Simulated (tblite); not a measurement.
# C7H11AlOS: the cost of one run

Computed with tblite 0.8.0 and PySCF 2.14.0, with density-fitted response routines of our own, on a single molecule in the gas phase. Atoms are numbered from 0 throughout.

### Step 1. The starting structure

21 atoms, charge 0, multiplicity 1; geometry from: force field or distance geometry start.

Bonds of the start (Å): C0–O1 1.39, O1–Al2 1.85, Al2–C3 1.98, C3–C4 1.53, C3–C5 1.47, C5–C6 1.36, C6–C7 1.35, C7–C8 1.36, C8–S9 1.87, S9–C5 1.81, C0–H10 1.12, C0–H11 1.09, C0–H12 1.13, Al2–H13 1.60, C3–H14 1.13, C4–H15 1.11, C4–H16 1.11, C4–H17 1.12, C6–H18 1.12, C7–H19 1.12, C8–H20 1.07.

### Step 2. Relaxing the molecule with GFN2-xTB

Job settings and geometry (Å):

```
{"job": {"kind": "relax", "xc": "GFN2-xTB", "basis": "xTB"}, "charge": 0, "multiplicity": 1}
C     -3.837700    -0.118900    -0.442200
O     -3.078200     1.033700    -0.322900
Al    -1.315400     0.742400    -0.794000
C     -0.121200     0.016400     0.611100
C     -0.219900     0.963900     1.808900
C      1.261500    -0.154700     0.149300
C      1.974200    -1.304800     0.026300
C      3.244100    -1.241100    -0.415000
C      3.761000    -0.029300    -0.732300
S      2.369900     1.171100    -0.375800
H     -3.479800    -0.877700     0.298700
H     -3.790300    -0.485200    -1.465800
H     -4.896300     0.099600    -0.126800
H     -0.663900     1.754300    -1.849400
H     -0.595400    -0.967400     0.893500
H      0.351500     0.599700     2.690200
H     -1.293200     1.120900     2.025700
H      0.206500     1.950200     1.498000
H      1.495300    -2.279300     0.309300
H      3.871200    -2.160400    -0.533200
H      4.747000     0.183700    -1.099400
```

The run is started by

```sh
$ OMP_NUM_THREADS=1 python probes_run.py task.json out
```

This one command runs all jobs of the session in turn.

Q: Estimate the wall time and peak memory of this first job on 1 thread of INTEL XEON PLATINUM 8581C at 2.10GHz, shared host.

About 2.4 s, with a peak of 0.18 GiB.
